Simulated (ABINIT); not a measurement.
Crystal: NaLaMnMoO6.

```
CELL_PARAMETERS angstrom
-2.72294 2.72294 3.89889
2.72294 -2.72294 3.89889
2.72294 2.72294 -3.89889
ATOMIC_POSITIONS crystal
Na 0.25000 0.75000 0.50000
La 0.75000 0.25000 0.50000
Mn 0.50000 0.50000 0.00000
Mo 0.00000 0.00000 0.00000
O 0.20766 0.29607 0.50371
O 0.29605 0.79234 0.08841
O 0.79236 0.70395 0.49629
O 0.70393 0.20764 0.91159
O 0.25194 0.25194 0.00000
O 0.74806 0.74806 0.00000
```

The cell was built by a generator and needn't be a form met in nature.

| Quantity | Value |
| --- | --- |
| Program | ABINIT 10.8.3 (patched build) |
| Task | relaxation of cell and atoms |
| Functional | PBE |
| Dispersion | D3 |
| Potentials or basis | Ansatz PAW PBE generated set soft_1, frozen core |
| Cutoff | 435 eV |
| k mesh | 4 × 4 × 4 |
| Occupations | fermi-dirac, width 0.05 eV |
| Spin | collinear spin, ferromagnetic start |
| Starting moments | [0.0, 0.0, 4.0, 1.0, 0.0, 0.0, 0.0, 0.0, 0.0, 0.0] μB |

At the start: pressure -2.7 GPa; volume 11.56 Å³/atom.

Task: How do energy, volume and symmetry change on relaxing?

Result: Over 5 steps the energy falls by 2.1 meV/atom and the volume is 11.36 Å³/atom (-1.7 %); space group I-4 (No. 82, to 0.05 Å); moment 1.39 μB per cell.

The path:
```
step  energy change (eV)  largest force (eV/Å)  pressure (GPa)  volume (Å³)
   1              0.0000                0.1328           -2.74       115.63
   2             -0.0139                0.1424           -1.34       114.67
   3             -0.0198                0.1593            0.00       113.57
   4             -0.0210                0.0957            0.27       113.51
   5             -0.0215                0.0296            0.00       113.65
```

Final structure:
```xyz
10
Lattice="-2.7072 2.7072 3.8766 2.7072 -2.7072 3.8766 2.7072 2.7072 -3.8766" Properties=species:S:1:pos:R:3 pbc="T T T"
Na    2.7072    0.0000    1.9383
La    0.0000    2.7072    1.9383
Mn    0.0000    0.0000    3.8766
Mo    0.0000    0.0000    0.0000
O     1.6067    1.1338    0.0050
O     1.5734   -1.1006    3.8716
O     1.1006    1.5734    3.8815
O     1.1338    3.8078   -0.0050
O     0.0000    0.0000    1.9596
O     0.0000    0.0000    5.7935
```

Caveat: the k mesh is coarse (spacing up to 0.41 Å⁻¹), so the values aren't converged; the atomic spheres overlap; small starting moments can end in a higher magnetic state in this program; a cell with one magnetic atom can't hold antiferromagnetic order, which such compounds often take; pairwise dispersion overbinds metals, which lowers pressure and volume.
